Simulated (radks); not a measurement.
# Se inside a hard spherical wall

What does compression do to the levels of Se? A hard sphere of shrinking radius stands in for pressure; the configuration is held at [Ar] 3d10 4s2 4p4.

Program: radks (a radial shooting solver on a logarithmic mesh, Libxc functionals) version 1. Level of theory: non-relativistic Kohn-Sham, LDA (Slater exchange, VWN5 correlation), spin-polarised, spherical densities, point nucleus; open shells are filled with parallel spins first. These are calculated values, not measurements, unless marked.

### Step 1. What is computed

```
element       : selenium (Z = 34)
charge        : 0
electrons     : 34
configuration : [Ar] 3d10 4s2 4p4
```

The outer shells:

Se
```
[Ar] core
3d [↑↓][↑↓][↑↓][↑↓][↑↓]
4s [↑↓]
4p [↑↓][↑ ][↑ ]
```

### Step 2. The free atom

Input:

```text
Z 34
configuration [Ar] 3d10 4s2 4p4 5s0 4d0 5p0
relativity non-relativistic
functional lda,vwn5
spin polarised
nucleus point
```

### Step 3. Wall at 15 bohr

Input: that of step 2 with these lines changed.

```diff
@@ -6 +6,2 @@
 nucleus point
+wall 15 bohr
```

### Step 4. Wall at 4 bohr

Input: that of step 3 with these lines changed.

```diff
@@ -6,2 +6,2 @@
 nucleus point
-wall 15 bohr
+wall 4 bohr
```

### Step 5. Wall at 3.5 bohr

Input: that of step 4 with these lines changed.

```diff
@@ -6,2 +6,2 @@
 nucleus point
-wall 4 bohr
+wall 3.5 bohr
```

### Step 6. Wall at 3 bohr

Input: that of step 5 with these lines changed.

```diff
@@ -6,2 +6,2 @@
 nucleus point
-wall 3.5 bohr
+wall 3 bohr
```

### Step 7. Wall at 2.5 bohr

Input: that of step 6 with these lines changed.

```diff
@@ -6,2 +6,2 @@
 nucleus point
-wall 3 bohr
+wall 2.5 bohr
```

### Step 8. Wall at 2 bohr

Input: that of step 7 with these lines changed.

```diff
@@ -6,2 +6,2 @@
 nucleus point
-wall 2.5 bohr
+wall 2 bohr
```

**Question.** What will these runs give? Wanted: for each run, R; E − E(free); ε(4p); ε(5s, empty); ε(5p, empty); ε(4d, empty); pressure.

As calculated:

```
R (bohr)  E − E(free) (eV)  ε(4p) (eV)  ε(5s, empty) (eV)  ε(5p, empty) (eV)  ε(4d, empty) (eV)  pressure (GPa)
    free             0.000      -7.214             -0.482                  -                  -               0
      15             0.000      -7.214             -0.431              0.687              1.298        < 0.0001
       4             8.199      -2.231             23.200             32.032             14.077            68.4
     3.5            18.080       1.715             37.770             48.513             20.512             205
       3            41.422       9.318             64.172             77.314             31.871             676
     2.5            100.71      25.226             115.73             131.73             53.572            2580
       2            272.00      63.632             228.79             247.20             100.31           12535
```

What this shows: Eigenvalues are for spin up. At the tightest wall, 2 bohr, the energy stands 272.00 eV above the free atom and the pressure, −dE/dV, is 12535 GPa. Of the levels in the table that exist at both ends, 5s (empty) rises most from the free atom (229.27 eV). From R = 3.5 bohr inwards the highest occupied level lies above zero, pushed up by confinement. Shells are not refilled when levels cross, and a hard wall is a model, not a crystal.
